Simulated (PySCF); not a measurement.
# C₇H₉Cl₃O: NMR shifts in solvents

Aim: compute the NMR shifts of C₇H₉Cl₃O (`C=CC/C(=C/C(Cl)(Cl)Cl)OC`), and see what a dielectric continuum does where one was used.

Programs: PySCF 2.14.0, with density-fitted response routines of our own. Each step states its level of theory. These are calculated values for one molecule, in the gas phase or a continuum, unless marked as measured. Atoms count from 0, in the outputs and in this text.

### Step 1. The molecule as given

20 atoms, charge 0, multiplicity 1; geometry from: GFN2-xTB. The atoms were then displaced at random by about 0.01 Å, so the start is not that level's minimum.

Bonds of the start (Å): C0–C1 1.29, C1–C2 1.49, C2–C3 1.56, C3–C4 1.32, C4–C5 1.48, C5–Cl6 1.80, C5–Cl7 1.79, C5–Cl8 1.76, C3–O9 1.35, O9–C10 1.41, C0–H11 1.08, C0–H12 1.13, C1–H13 1.07, C2–H14 1.09, C2–H15 1.07, C4–H16 1.06, C10–H17 1.09, C10–H18 1.09, C10–H19 1.11.

### Step 2. Geometry optimisation at PBE0-D3(BJ)/def2-SVP

What the job is given:

```
{"job": {"xc": "PBE0", "basis": "def2-SVP", "d3": "d3bj", "grid": 1, "shake": 0.01, "kind": "geom"}, "charge": 0, "multiplicity": 1}
C     -2.786460     0.542840    -0.953670
C     -1.591770     0.103890    -1.158860
C     -0.914020    -0.886380    -0.272720
C      0.519480    -0.404680     0.095820
C      1.564720    -0.919260    -0.529070
C      2.940660    -0.462050    -0.220910
Cl     3.376760    -0.750930     1.499260
Cl     3.172370     1.289560    -0.534770
Cl     4.115500    -1.336920    -1.197390
O      0.665260     0.554610     1.030010
C     -0.441470     1.097760     1.723760
H     -3.398100     0.261370    -0.107370
H     -3.295610     1.274620    -1.646810
H     -1.022430     0.431210    -2.004200
H     -1.494200    -1.076310     0.632020
H     -0.793590    -1.812890    -0.797580
H      1.463820    -1.666700    -1.268200
H     -0.025410     1.900280     2.338570
H     -0.906650     0.348170     2.364830
H     -1.199880     1.527190     1.037350
```

Started as:

```console
$ OMP_NUM_THREADS=1 python probes_run.py task.json out
```

One launch serves the whole session: the jobs run in the order shown.

The program printed:

```text
step   0  E = -1726.37876673  max force = 0.064726
step   1  E = -1726.38814664  max force = 0.007174
step   2  E = -1726.38818796  max force = 0.004132
step   3  E = -1726.38864737  max force = 0.001577
step   4  E = -1726.38866889  max force = 0.001463
step   5  E = -1726.38872628  max force = 0.000952
step   6  E = -1726.38876629  max force = 0.001039
step   7  E = -1726.38883292  max force = 0.000789
step   8  E = -1726.38889543  max force = 0.000835
step   9  E = -1726.38891331  max force = 0.000821
step  10  E = -1726.38889063  max force = 0.000512
step  11  E = -1726.38887610  max force = 0.000231
step  12  E = -1726.38888931  max force = 0.000253
step  13  E = -1726.38888626  max force = 0.000115
step  14  E = -1726.38888909  max force = 0.000089
step  15  E = -1726.38888932  max force = 0.000078
optimisation converged
```

Run time: 6.8 min. Hardware: 1 thread of Arm Neoverse V2, shared host; peak memory 0.97 GiB.

The steps of the relaxation:

| step | energy from step 0 (eV) | largest force component (eV/Å) |
| --- | --- | --- |
| 0 | 0.0000 | 3.3283 |
| 1 | -0.2552 | 0.3689 |
| 2 | -0.2564 | 0.2125 |
| 3 | -0.2689 | 0.0811 |
| 4 | -0.2695 | 0.0752 |
| 5 | -0.2710 | 0.0490 |
| 6 | -0.2721 | 0.0534 |
| 7 | -0.2739 | 0.0406 |
| 8 | -0.2756 | 0.0429 |
| 9 | -0.2761 | 0.0422 |
| 10 | -0.2755 | 0.0263 |
| 11 | -0.2751 | 0.0119 |
| 12 | -0.2754 | 0.0130 |
| 13 | -0.2754 | 0.0059 |
| 14 | -0.2754 | 0.0046 |
| 15 | -0.2754 | 0.0040 |

Distances of close pairs at the start and the end, largest changes first:

| bond | before (Å) | after (Å) | change (Å) |
| --- | --- | --- | --- |
| C2–C3 | 1.557 | 1.503 | -0.053 |
| C0–C1 | 1.289 | 1.333 | +0.044 |
| C0–H12 | 1.129 | 1.093 | -0.036 |
| C4–H16 | 1.056 | 1.089 | +0.033 |
| C2–H15 | 1.072 | 1.102 | +0.030 |
| C5–Cl8 | 1.760 | 1.787 | +0.027 |
| C1–H13 | 1.070 | 1.097 | +0.026 |
| C3–C4 | 1.322 | 1.347 | +0.025 |

The end geometry stands in the next job.

| at the end point | value |
| --- | --- |
| point group (found at 0.08 Å tolerance) | C1 |
| rotational constants (GHz, main isotopes) | 1.208, 0.403, 0.375 |
| dipole moment (D) | 4.41 |

### Step 3. Shielding tensors: PBE0/pcSseg-1 in chloroform

What the job is given:

```
{"job": {"kind": "nmr", "xc": "PBE0", "basis": "pcSseg-1", "solvent": "chloroform", "pop": true}, "charge": 0, "multiplicity": 1}
C     -2.917720     0.462761    -0.974855
C     -1.649858     0.127404    -1.213817
C     -0.852232    -0.856134    -0.404836
C      0.498375    -0.326366    -0.011481
C      1.637936    -0.867483    -0.484800
C      3.003553    -0.385588    -0.135650
Cl     3.276725    -0.360910     1.637857
Cl     3.307913     1.266702    -0.765111
Cl     4.210384    -1.486440    -0.860506
O      0.574072     0.763822     0.762968
C     -0.410262     1.008714     1.739548
H     -3.473423     0.037299    -0.132124
H     -3.451370     1.168547    -1.616176
H     -1.122958     0.574676    -2.065220
H     -1.424140    -1.163858     0.486850
H     -0.685467    -1.770167    -0.996475
H      1.586693    -1.697425    -1.188000
H     -0.097609     1.919244     2.265282
H     -0.463355     0.182941     2.468793
H     -1.402651     1.177239     1.293552
```

With the program's defaults for keys left out, this is: GIAO PBE0/pcSseg-1 NMR shielding, non-relativistic, IEF-PCM chloroform.

The program printed:

```text
coarse grid: 19144 points
cycle   1  E = -1726.7545999702  dE =  1.516e+00  |g| = 7.510e-01  |ddm| = 4.258e+00
cycle   2  E = -1726.5579988108  dE =  1.966e-01  |g| = 1.247e+00  |ddm| = 1.641e+00
cycle   3  E = -1726.8795837209  dE = -3.216e-01  |g| = 1.510e-01  |ddm| = 1.182e+00
cycle   4  E = -1726.8838338415  dE = -4.250e-03  |g| = 7.592e-02  |ddm| = 2.080e-01
cycle   5  E = -1726.8851554890  dE = -1.322e-03  |g| = 2.120e-02  |ddm| = 7.820e-02
cycle   6  E = -1726.8852637625  dE = -1.083e-04  |g| = 4.554e-03  |ddm| = 2.247e-02
cycle   7  E = -1726.8852683267  dE = -4.564e-06  |g| = 1.880e-03  |ddm| = 5.466e-03
final grid: 173256 points
cycle   8  E = -1726.9596857369  dE = -6.285e-05  |g| = 1.193e-02  |ddm| = 4.208e-02
cycle   9  E = -1726.9596571845  dE =  2.855e-05  |g| = 1.676e-02  |ddm| = 2.197e-02
cycle  10  E = -1726.9597137034  dE = -5.652e-05  |g| = 2.334e-03  |ddm| = 1.424e-02
cycle  11  E = -1726.9597147786  dE = -1.075e-06  |g| = 5.454e-04  |ddm| = 2.368e-03
cycle  12  E = -1726.9597148411  dE = -6.245e-08  |g| = 2.150e-04  |ddm| = 6.523e-04
cycle  13  E = -1726.9597148519  dE = -1.087e-08  |g| = 5.068e-05  |ddm| = 2.292e-04
cycle  14  E = -1726.9597148525  dE = -5.416e-10  |g| = 1.630e-05  |ddm| = 5.023e-05
converged SCF energy = -1726.9597148525

GIAO shielding tensors (ppm)
atom      isotropic    diamagn.    paramagn.     s11        s22        s33       span
  0 C       55.944     253.227    -197.283    -60.927     72.911    155.848    216.775
  1 C       38.866     255.340    -216.474    -82.716     46.999    152.315    235.031
  2 C      144.097     248.676    -104.579    126.657    141.977    163.657     37.000
  3 C       15.519     252.076    -236.557    -72.015     14.538    104.033    176.049
  4 C       64.264     253.289    -189.026    -16.585    102.796    106.581    123.166
  5 C       68.691     239.496    -170.805     51.926     74.454     79.694     27.768
  6 Cl     428.313    1144.692    -716.379     92.030    222.457    970.452    878.422
  7 Cl     413.082    1144.814    -731.732     99.468    189.874    949.904    850.436
  8 Cl     443.123    1144.689    -701.567    141.271    228.108    959.989    818.718
  9 O      201.399     396.522    -195.123     68.699    211.111    324.387    255.688
 10 C      130.224     245.379    -115.156    101.835    107.460    181.376     79.540
 11 H       25.504      29.468      -3.964     21.494     25.161     29.859      8.366
 12 H       25.539      27.212      -1.673     22.364     24.587     29.667      7.303
 13 H       25.209      30.249      -5.040     22.328     24.347     28.954      6.626
 14 H       27.985      31.149      -3.164     25.779     27.104     31.073      5.294
 15 H       28.474      30.289      -1.814     23.875     29.118     32.429      8.554
 16 H       25.571      31.390      -5.819     21.815     23.519     31.378      9.563
 17 H       27.290      27.672      -0.382     22.986     25.723     33.161     10.176
 18 H       27.815      28.654      -0.839     24.098     25.442     33.906      9.809
 19 H       26.999      30.363      -3.364     21.471     27.831     31.696     10.224
```

Wall time 54 s (1 thread of Arm Neoverse V2, shared host); peak memory 1.3 GiB.

Shifts follow as δ = σ(reference) − σ, with reference shieldings (ppm) from runs at the same level and on the same kind of geometry: 1H TMS 31.25, 13C TMS 185.2, 17O H2O 341.0. The references are single molecules in the same continuum, so shifts against H2O, NH3, PH3, H3PO4 or CFCl3 are not on the usual liquid scales and can be off by tens of ppm. Atoms listed in one row are averaged.

| atoms | environment | σ (ppm) | δ (ppm) |
| --- | --- | --- | --- |
| C3 | alkene carbon bearing oxygen | 15.5 | 169.6 |
| C1 | alkene CH | 38.9 | 146.3 |
| C0 | terminal =CH2 carbon | 55.9 | 129.2 |
| C4 | β carbon of an enol-ether or enamine type C=C | 64.3 | 120.9 |
| C5 | allylic fully substituted sp3 carbon bonded to 3 Cl | 68.7 | 116.5 |
| C10 | methyl carbon bonded to O | 130.2 | 54.9 |
| C2 | allylic sp3 CH2 | 144.1 | 41.1 |
| H13 | hydrogen on an alkene CH | 25.21 | 6.04 |
| H11 | hydrogen on a terminal =CH2 carbon | 25.50 | 5.74 |
| H12 | hydrogen on a terminal =CH2 carbon | 25.54 | 5.71 |
| H16 | hydrogen on a β carbon of an enol-ether or enamine type C=C | 25.57 | 5.68 |
| H17, H18, H19 | hydrogen on a methyl carbon bonded to O | 27.37 | 3.88 |
| H14, H15 | hydrogen on an allylic sp3 CH2 | 28.23 | 3.02 |
| Cl6, Cl7, Cl8 | chlorine bonded to C | 428 | – |
| O9 | ether oxygen | 201.4 | 139.6 |

The run also stored atomic charges by several schemes (e):

| atoms | Mulliken | IAO | Hirshfeld | ESP fit |
| --- | --- | --- | --- | --- |
| C0 | -0.17 | -0.32 | -0.10 | -0.54 |
| C1 | -0.23 | -0.13 | -0.03 | 0.06 |
| C2 | -0.16 | -0.29 | -0.07 | -0.40 |
| C3 | 0.20 | 0.25 | 0.09 | 0.14 |
| C4 | -0.08 | -0.28 | -0.14 | 0.07 |
| C5 | -0.35 | 0.04 | 0.09 | -0.65 |
| Cl6, Cl7, Cl8 | 0.01 | -0.05 | -0.07 | 0.08 |
| O9 | -0.47 | -0.32 | -0.10 | -0.13 |
| C10 | -0.05 | -0.21 | -0.03 | -0.33 |

Mayer bond orders: C0–C1 1.97, C1–C2 1.00, C2–C3 1.04, C3–C4 1.71, C4–C5 0.91, C5–Cl6 1.02, C5–Cl7 1.02, C5–Cl8 1.02, C3–O9 1.09, O9–C10 0.88.

### Step 4. Shielding tensors: PBE0/pcSseg-1 in methanol

Settings changed since step 3:

```diff
@@ -1,2 +1,2 @@
-{"job": {"kind": "nmr", "xc": "PBE0", "basis": "pcSseg-1", "solvent": "chloroform", "pop": true}, "charge": 0, "multiplicity": 1}
+{"job": {"kind": "nmr", "xc": "PBE0", "basis": "pcSseg-1", "solvent": "methanol", "pop": false}, "charge": 0, "multiplicity": 1}
 C     -2.917720     0.462761    -0.974855
```

Method: GIAO PBE0/pcSseg-1 NMR shielding, non-relativistic, IEF-PCM methanol.

The program printed:

```text
coarse grid: 19144 points
cycle   1  E = -1726.7583566535  dE =  1.512e+00  |g| = 7.485e-01  |ddm| = 4.257e+00
cycle   2  E = -1726.5685418460  dE =  1.898e-01  |g| = 1.231e+00  |ddm| = 1.610e+00
cycle   3  E = -1726.8829552897  dE = -3.144e-01  |g| = 1.437e-01  |ddm| = 1.144e+00
cycle   4  E = -1726.8867541447  dE = -3.799e-03  |g| = 7.375e-02  |ddm| = 1.950e-01
cycle   5  E = -1726.8880053062  dE = -1.251e-03  |g| = 1.988e-02  |ddm| = 7.467e-02
cycle   6  E = -1726.8881003600  dE = -9.505e-05  |g| = 4.227e-03  |ddm| = 2.061e-02
cycle   7  E = -1726.8881043489  dE = -3.989e-06  |g| = 1.701e-03  |ddm| = 5.023e-03
final grid: 173256 points
cycle   8  E = -1726.9625014626  dE = -6.316e-05  |g| = 1.195e-02  |ddm| = 4.211e-02
cycle   9  E = -1726.9624745692  dE =  2.689e-05  |g| = 1.662e-02  |ddm| = 2.153e-02
cycle  10  E = -1726.9625293644  dE = -5.480e-05  |g| = 2.285e-03  |ddm| = 1.371e-02
cycle  11  E = -1726.9625303767  dE = -1.012e-06  |g| = 5.251e-04  |ddm| = 2.266e-03
cycle  12  E = -1726.9625304345  dE = -5.779e-08  |g| = 2.066e-04  |ddm| = 6.192e-04
cycle  13  E = -1726.9625304445  dE = -1.005e-08  |g| = 4.895e-05  |ddm| = 2.187e-04
cycle  14  E = -1726.9625304450  dE = -5.111e-10  |g| = 1.474e-05  |ddm| = 4.819e-05
converged SCF energy = -1726.9625304450

GIAO shielding tensors (ppm)
atom      isotropic    diamagn.    paramagn.     s11        s22        s33       span
  0 C       55.518     253.199    -197.681    -61.499     71.674    156.379    217.878
  1 C       39.059     255.425    -216.366    -82.412     47.162    152.427    234.839
  2 C      144.324     248.782    -104.458    126.697    142.373    163.902     37.205
  3 C       14.282     251.986    -237.704    -73.415     12.465    103.796    177.211
  4 C       64.804     253.269    -188.465    -15.431    103.095    106.749    122.180
  5 C       68.799     239.903    -171.104     52.752     73.897     79.748     26.996
  6 Cl     429.554    1144.723    -715.170     91.971    224.869    971.821    879.850
  7 Cl     416.053    1144.875    -728.822    102.142    193.398    952.620    850.478
  8 Cl     443.720    1144.714    -700.994    140.973    229.337    960.849    819.876
  9 O      200.825     396.879    -196.053     67.620    209.700    325.155    257.535
 10 C      129.986     245.397    -115.411    101.322    107.047    181.590     80.268
 11 H       25.416      29.356      -3.940     21.436     25.039     29.774      8.338
 12 H       25.496      27.183      -1.687     22.308     24.575     29.605      7.296
 13 H       25.210      30.283      -5.073     22.327     24.354     28.948      6.621
 14 H       27.862      31.003      -3.141     25.629     26.963     30.994      5.365
 15 H       28.405      30.190      -1.784     23.773     29.035     32.408      8.635
 16 H       25.493      31.341      -5.849     21.704     23.500     31.274      9.570
 17 H       27.281      27.655      -0.374     22.975     25.703     33.164     10.189
 18 H       27.725      28.552      -0.827     24.011     25.336     33.828      9.817
 19 H       26.941      30.281      -3.339     21.414     27.762     31.649     10.234
```

Run time: 51 s. Hardware: 1 thread of Arm Neoverse V2, shared host; peak memory 1.3 GiB.

In short: δ C3 171.2, C1 146.4, C0 129.9, C4 120.7, H13 6.03, H11 5.82 ppm.

### Step 5. Comparing the runs: NMR shifts

Shifts (ppm) of some atoms, chosen among heavy atoms and hydrogens apart, means over like atoms, with basis size and wall time:

| run | C3 | C0 | C4 | C10 | H11 | H14 | O9 | functions | time |
| --- | --- | --- | --- | --- | --- | --- | --- | --- | --- |
| PBE0/pcSseg-1 in chloroform | 169.6 | 129.2 | 120.9 | 54.9 | 5.74 | 3.02 | 139.6 | 253 | 54 s |
| PBE0/pcSseg-1 in methanol | 171.2 | 129.9 | 120.7 | 55.5 | 5.82 | 3.11 | 142.1 | 253 | 51 s |

The continuum's effect on the ground state:

| solvent | ε | polarisation energy (Eh) | μ (D) |
| --- | --- | --- | --- |
| chloroform | 4.71 | -0.0079 | 5.59 |
| methanol | 32.61 | -0.0115 | 5.91 |

### Step 6. Results

```
                                                                          quantity                                              value
                                                                       point group                                                 C1
                                              rotational constants (main isotopes)                               1.21, 0.40, 0.37 GHz
                                13C shifts against TMS (PBE0/pcSseg-1, chloroform)  169.6, 146.3, 129.2, 120.9, 116.5, 54.9, 41.1 ppm
1H shifts against TMS (PBE0/pcSseg-1, chloroform, means over atoms taken as alike)             6.04, 5.74, 5.71, 5.68, 3.88, 3.02 ppm
                                17O shifts against H2O (PBE0/pcSseg-1, chloroform)                                          139.6 ppm
  shieldings of Cl (PBE0/pcSseg-1, chloroform, a mean where the table joins atoms)                                      Cl6 428.2 ppm
                                                          range of the shift of O9                                 139.6 to 142.1 ppm
```

Relaxing lowered the energy by 0.275 eV in 15 steps; the close pair that moved most is C2–C3, from 1.557 to 1.503 Å. C5 stands next to heavy halogen, whose spin-orbit shielding this run leaves out, so the computed shift lies too far downfield, most of all for carbon beside Br or I. H13 (hydrogen on an alkene CH) lies farthest downfield among hydrogen, at 6.04 ppm; attached to an sp2 carbon and in the plane of the double bond. At PBE0/pcSseg-1: The largest span, 849 ppm, is at Cl6, Cl7, Cl8, where the paramagnetic term is -717 ppm. Among the atoms with a shift in every run: In ppm, O9 moves most: its shift spreads over 2.6 ppm, from 139.6 (PBE0/pcSseg-1 in chloroform) to 142.1 (PBE0/pcSseg-1 in methanol). Most of that comes from the computed reference, not from the atom's own shielding. The continuum holds electrostatics alone: no hydrogen bonds to the solvent, and the gas-phase geometry is kept.
